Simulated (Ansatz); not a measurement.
# HfIn4SiO6 (C2) in Ansatz: notebook, part 2 of 3

Ansatz 0.2.0.

### Step 3. Projected density of states, PBE

The input, input.yaml:

```yaml
crystal:
  lattice:
    - [2.71585, -4.70357, 0.00833]
    - [2.71585, 4.70357, 0.00833]
    - [-1.87915, 0.0, 7.40127]
  atoms:
    - { symbol: Hf, position: [0.78835, 0.21165, 0.0] }
    - { symbol: In, position: [0.62175, 0.37825, 0.5] }
    - { symbol: In, position: [0.45502, 0.54498, 0.0] }
    - { symbol: In, position: [0.28407, 0.71593, 0.5] }
    - { symbol: In, position: [0.95814, 0.04186, 0.5] }
    - { symbol: Si, position: [0.12168, 0.87832, 0.0] }
    - { symbol: O, position: [0.06219, 0.11415, 0.86666] }
    - { symbol: O, position: [0.88585, 0.93781, 0.13334] }
    - { symbol: O, position: [0.7949, 0.53784, 0.86663] }
    - { symbol: O, position: [0.46216, 0.2051, 0.13337] }
    - { symbol: O, position: [0.15352, 0.62879, 0.13333] }
    - { symbol: O, position: [0.37121, 0.84648, 0.86667] }
hamiltonian:
  xc: pbe
  pseudopotentials: { kind: paw }
kpoints:
  mp_grid: { grid: [6, 6, 4] }
scf:
  occupations: { method: fermi_dirac, width: 0.05 }
  n_extra_bands: 30
output:
  forces: true
  stress: true
  eigenvalues: true
  dos: { projected: true, de: 0.05, nscf_kmesh: { grid: [9, 9, 6] } }
```

Potentials or basis: Ansatz PAW.

Command:

```console
$ ansatz run input.yaml --threads 8 --pin off --max-ram 20480MiB --backend cpu --events-out ev --progress --plain --runs-dir out
```

Log:

```text
Warning: RAYON_NUM_THREADS=8 ignored (pool sized by the plan → 8); use --threads N
scf.n_extra_bands = 30 over 59 filled bands (N_el = 118.0): the run solves 89 bands
Engine: ansatz 0.2.0, aarch64-unknown-linux-gnu
Pseudopotentials: kind: paw
Pseudopotential: Hf, paw, valence charge 26, recommended cutoff 420 eV (normal), Hf.paw.azcp
[... 70 lines left out ...]
  atom  10  O     -0.00170213    -0.00239453     0.00909498
  atom  11  O      0.00780540    -0.00142329     0.00999094
  atom  12  O     -0.00780540    -0.00142329    -0.00999094
  max |Σ_I F_I| component: 2.75e-5 eV/Å
--- Stress (GPa, compression-positive) ---
        0.141057       0.000000       0.006368
        0.000000       0.069075      -0.000000
        0.006368      -0.000000      -0.118954
  P = ⅓ Tr σ = 0.0304 GPa (0.304 kbar)
--- Band table (eV; the first three rows and the last of 47) ---
  k-point 0: bands = ["-52.7549", "-21.5351", "-21.5350", "-21.5330", "-10.6352", "-9.1587", "-9.1537", "-8.4734", "-8.2856", "-8.2741", "-4.6661", "-4.6658", "-4.6514", "-4.4275", "-4.4212", "-3.9609", "-3.8023", "-3.7970", "-3.7641", "-3.7630", "-3.7493", "-3.7477", "-3.6472", "-3.6448", "-3.6310", "-3.6261", "-3.5848", "-3.5815", "-3.5613", "-3.5605", "-2.6351", "-2.6257", "-2.6254", "-2.5883", "-2.5879", "-2.5841", "-2.5704", "1.0666", "2.4380", "3.2465", "3.2488", "4.0340", "4.2088", "4.5901", "4.5998", "5.2286", "5.3212", "5.3352", "6.2304", "6.4631", "6.5866", "6.8095", "6.9030", "6.9465", "7.3147", "7.4123", "10.1554", "10.3562", "10.6705", "10.7998", "10.9730", "11.0100", "11.5145", "11.9038", "12.8612", "13.2056", "13.2365", "15.2413", "16.2460", "16.7239", "16.7428", "16.9820", "17.5569", "17.6710", "17.8682", "18.4767", "18.6793", "19.3348", "19.4412", "19.6106", "20.2758", "20.5645", "20.6581", "20.8508", "21.2188", "22.4219", "22.5928", "22.7219", "22.9635"]
  k-point 1: bands = ["-52.7549", "-21.5351", "-21.5350", "-21.5330", "-10.6327", "-9.1571", "-9.1554", "-8.4802", "-8.2803", "-8.2793", "-4.6660", "-4.6658", "-4.6495", "-4.4243", "-4.4242", "-3.9560", "-3.8023", "-3.7970", "-3.7637", "-3.7635", "-3.7491", "-3.7479", "-3.6474", "-3.6448", "-3.6306", "-3.6261", "-3.5848", "-3.5812", "-3.5615", "-3.5610", "-2.6351", "-2.6256", "-2.6255", "-2.5881", "-2.5881", "-2.5841", "-2.5704", "1.1098", "2.5264", "3.2461", "3.2496", "3.8025", "4.2214", "4.5951", "4.5957", "4.8343", "5.3261", "5.3280", "6.5213", "6.5219", "6.7571", "6.9215", "6.9294", "7.0089", "7.3621", "7.3670", "10.2546", "10.2559", "10.4143", "10.8145", "10.9400", "10.9780", "11.0305", "12.4866", "12.9879", "13.2183", "13.2220", "14.9580", "16.4091", "16.4233", "16.8405", "17.2968", "17.3209", "17.6396", "18.0064", "18.4607", "18.4917", "19.4866", "19.5138", "19.6498", "19.9594", "20.8535", "20.8822", "21.0662", "21.3371", "21.7711", "22.5233", "22.8721", "22.9328"]
  k-point 2: bands = ["-52.7549", "-21.5351", "-21.5350", "-21.5330", "-10.6302", "-9.1604", "-9.1520", "-8.4869", "-8.2846", "-8.2751", "-4.6663", "-4.6655", "-4.6476", "-4.4273", "-4.4211", "-3.9510", "-3.8024", "-3.7970", "-3.7641", "-3.7631", "-3.7488", "-3.7482", "-3.6476", "-3.6448", "-3.6302", "-3.6261", "-3.5875", "-3.5782", "-3.5616", "-3.5614", "-2.6351", "-2.6256", "-2.6255", "-2.5883", "-2.5879", "-2.5841", "-2.5704", "1.1541", "2.6746", "3.2457", "3.2502", "3.4791", "4.2277", "4.5913", "4.6001", "4.6762", "5.3181", "5.3346", "6.4626", "6.5866", "6.7850", "6.8964", "6.9521", "7.3105", "7.4146", "7.6054", "9.9156", "10.1649", "10.3557", "10.8253", "10.8673", "10.9656", "11.0100", "12.6584", "13.2027", "13.2376", "13.2852", "14.6349", "16.2385", "16.7136", "16.9225", "16.9825", "17.5361", "17.5444", "17.8960", "18.4122", "18.7249", "19.4212", "19.5912", "19.7915", "20.2341", "20.5178", "20.8625", "20.9759", "21.5205", "21.7931", "22.4176", "22.8759", "22.9061"]
  k-point 46: bands = ["-52.7549", "-21.5427", "-21.5364", "-21.5325", "-10.1622", "-9.3767", "-8.9540", "-8.6809", "-8.6583", "-8.3152", "-4.6760", "-4.6627", "-4.6393", "-4.4218", "-4.4056", "-4.0461", "-3.8558", "-3.8452", "-3.8386", "-3.8021", "-3.7748", "-3.7351", "-3.7236", "-3.6227", "-3.6224", "-3.6062", "-3.5338", "-3.5224", "-3.4833", "-3.3338", "-2.6359", "-2.6278", "-2.6262", "-2.6063", "-2.5940", "-2.5769", "-2.5559", "1.5612", "2.9675", "3.1713", "3.5238", "3.8279", "4.0301", "4.5553", "4.6136", "5.0526", "5.3154", "5.3527", "5.9415", "6.0174", "6.3686", "6.4113", "6.5967", "7.1423", "7.3881", "7.6498", "7.8949", "8.7486", "9.0732", "11.8859", "12.4218", "12.9907", "13.1199", "13.2477", "13.8843", "15.1027", "15.4458", "15.5393", "15.8247", "16.1500", "16.4018", "16.5487", "16.9075", "17.0818", "17.2119", "17.4328", "17.9449", "18.2672", "19.3052", "20.3030", "20.4524", "20.7054", "20.9781", "21.1764", "21.2743", "21.5809", "21.8098", "22.2295", "22.3276"]
```

It took 56 s on 8 threads of Arm Neoverse V2, shared host; peak memory 1.9 GiB.

What came out:

```
Free energy                          : -42159.1581 eV
Pressure                             : 0.0 GPa
Largest force                        : 0.013 eV/Å
Band gap on the k mesh               : none (metal or under the smearing width)
Density of states at the Fermi level : 1.78 states/eV per cell
```

Forces on the atoms (eV/Å):
```
Hf   0.000  0.008  0.000
In   0.000  0.004  0.000
In   0.000  0.001  0.000
In   0.000 -0.005  0.000
In   0.000  0.000  0.000
Si   0.000  0.004  0.000
O    0.003 -0.003 -0.007
O   -0.003 -0.003  0.007
O    0.002 -0.002 -0.009
O   -0.002 -0.002  0.009
O    0.008 -0.001  0.010
O   -0.008 -0.001 -0.010
```

Levels at points of the mesh, in eV from the Fermi level:
```
              k point  band 55  band 56  band 57  band 58  band 59  band 60  band 61  band 62  band 63  band 64
   (0.00, 0.00, 0.00)    -3.70    -3.60    -0.86    -0.66    -0.35    -0.22    -0.04    -0.01     0.50     0.89
  (0.00, 0.00, -0.50)    -3.60    -3.41    -1.10    -0.85    -0.66    -0.19    -0.15    -0.05    -0.01     1.64
  (0.00, -0.50, 0.00)    -3.70    -3.62    -3.39    -2.27    -1.97     1.14     1.52     1.89     2.00     2.18
 (0.00, -0.50, -0.50)    -3.64    -3.46    -3.21    -2.18    -1.77     0.95     1.37     1.94     2.04     2.15
 (-0.50, -0.50, 0.00)    -3.78    -3.67    -3.53    -2.19    -1.78     1.23     1.61     1.66     2.04     2.25
(-0.50, -0.50, -0.50)    -3.63    -3.37    -3.12    -2.27    -1.94     0.87     1.40     1.97     2.10     2.23
```

States per cell in windows of 1 eV (zero at the Fermi level; states under -8 eV left out):
```
from (eV)  total  O 2p  In 5p  Hf 5d  In 5s  O 2s  Si 3p
     -8.0   7.72  4.78   0.69   0.44   0.74  0.22   0.67
     -7.0   5.28  3.58   0.56   0.23   0.45  0.14   0.08
     -6.0   8.04  6.08   0.67   0.44   0.51  0.08   0.06
     -5.0   8.98  7.39   0.62   0.18   0.51  0.05   0.02
     -4.0   6.15  4.93   0.61   0.10   0.32  0.03   0.01
     -3.0   1.40  0.32   0.74   0.01   0.28  0.01   0.00
     -2.0   1.16  0.14   0.41   0.01   0.56  0.02   0.00
     -1.0   1.33  0.10   0.66   0.04   0.43  0.05   0.01
      0.0   2.61  0.26   1.07   0.31   0.71  0.13   0.02
      1.0   6.13  0.79   1.35   2.82   0.68  0.12   0.04
      2.0   4.93  0.73   1.72   1.49   0.63  0.10   0.05
      3.0   3.25  0.15   2.14   0.17   0.35  0.14   0.06
      4.0   3.76  0.21   2.25   0.38   0.17  0.23   0.14
      5.0   5.90  0.87   2.13   0.94   0.28  0.30   0.14
      6.0   6.19  0.71   2.14   1.00   0.14  0.15   0.09
      7.0   4.88  0.29   1.95   0.29   0.13  0.07   0.15
```

Caveat: the pressure holds a Pulay correction of +0.4 GPa for the finite cutoff. Spin-orbit coupling is left out, which matters for the levels of Hf.

[end of part 2 of 3]
